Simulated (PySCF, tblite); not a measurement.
# C₈H₇F₃: geometry, infrared bands and NMR shifts

What infrared bands and NMR shifts should C₈H₇F₃ (`FCc1ccc(C(F)F)cc1`) show?

The runs use tblite 0.8.0 and PySCF 2.14.0, with density-fitted response routines of our own; the level of theory stands in each step. All values are computed, except where a source is named. Atoms are numbered from 0 throughout.

## (1) The molecule as given

18 atoms, charge 0, multiplicity 1; geometry from: force field or distance geometry start.

Bonds of the start (Å): F0–C1 1.36, C1–C2 1.52, C2–C3 1.39, C3–C4 1.40, C4–C5 1.40, C5–C6 1.51, C6–F7 1.36, C6–F8 1.36, C5–C9 1.40, C9–C10 1.40, C10–C2 1.39, C1–H11 1.11, C1–H12 1.08, C3–H13 1.09, C4–H14 1.08, C6–H15 1.11, C9–H16 1.09, C10–H17 1.09.

## (2) Optimising the geometry with GFN2-xTB

Job settings and geometry (Å):

```
{"job": {"kind": "relax", "xc": "GFN2-xTB", "basis": "xTB"}, "charge": 0, "multiplicity": 1}
F     -3.481300     0.788200     0.885700
C     -2.921900    -0.163300     0.094300
C     -1.406000    -0.091800     0.063100
C     -0.677200    -1.078500    -0.598400
C      0.716500    -1.014200    -0.639000
C      1.393600     0.064300    -0.066200
C      2.904300     0.131500    -0.097400
F      3.450800    -0.499200    -1.169100
F      3.389500     1.399600    -0.133100
C      0.654300     1.059900     0.591800
C     -0.738300     0.984900     0.642900
H     -3.232500    -1.140500     0.506700
H     -3.329300    -0.048700    -0.894900
H     -1.177800    -1.929000    -1.060800
H      1.269900    -1.789300    -1.154800
H      3.303400    -0.348500     0.817100
H      1.166200     1.911000     1.051300
H     -1.293100     1.769800     1.149000
```

Command:

```sh
$ OMP_NUM_THREADS=1 python probes_run.py task.json out
```

The driver reads the jobs from task.json and runs them one after another.

**Question.** This job is followed by: GFN2-xTB harmonic vibrations, gas phase; GIAO PBE0/pcSseg-1 NMR shielding, non-relativistic, gas phase. Predict these results of the whole session: strongest single infrared mode (GFN2-xTB); zero-point energy (GFN2-xTB); 13C shifts against TMS (PBE0/pcSseg-1, means over atoms taken as alike); 1H shifts against TMS (PBE0/pcSseg-1, means over atoms taken as alike); 19F shifts against CFCl3 (PBE0/pcSseg-1, means over atoms taken as alike).

**Answer**, as computed:

| quantity | value |
| --- | --- |
| strongest single infrared mode (GFN2-xTB) | 1035 cm⁻¹, 169 km/mol |
| zero-point energy (GFN2-xTB) | 80.7 kcal/mol |
| 13C shifts against TMS (PBE0/pcSseg-1, means over atoms taken as alike) | 146.6, 141.3, 131.1, 128.4, 121.1, 86.6 ppm |
| 1H shifts against TMS (PBE0/pcSseg-1, means over atoms taken as alike) | 7.92, 7.69, 7.10, 5.99 ppm |
| 19F shifts against CFCl3 (PBE0/pcSseg-1, means over atoms taken as alike) | -143.1, -265.1 ppm |

**Reading.** The optimisation took 23 steps and gained 0.063 eV; among the close pairs (by a distance rule), C1–H12 changed most, from 1.076 to 1.097 Å. All 48 modes are real, so the xTB geometry is a minimum. The strongest single mode, at 1035 cm⁻¹, moves mainly C6. Unscaled tight-binding wavenumbers are off by several per cent, some by more. Its intensities can rank the bands wrongly. NICS(1)zz of -28 ppm above the planar ring from C2 marks a diatropic (aromatic) ring current.
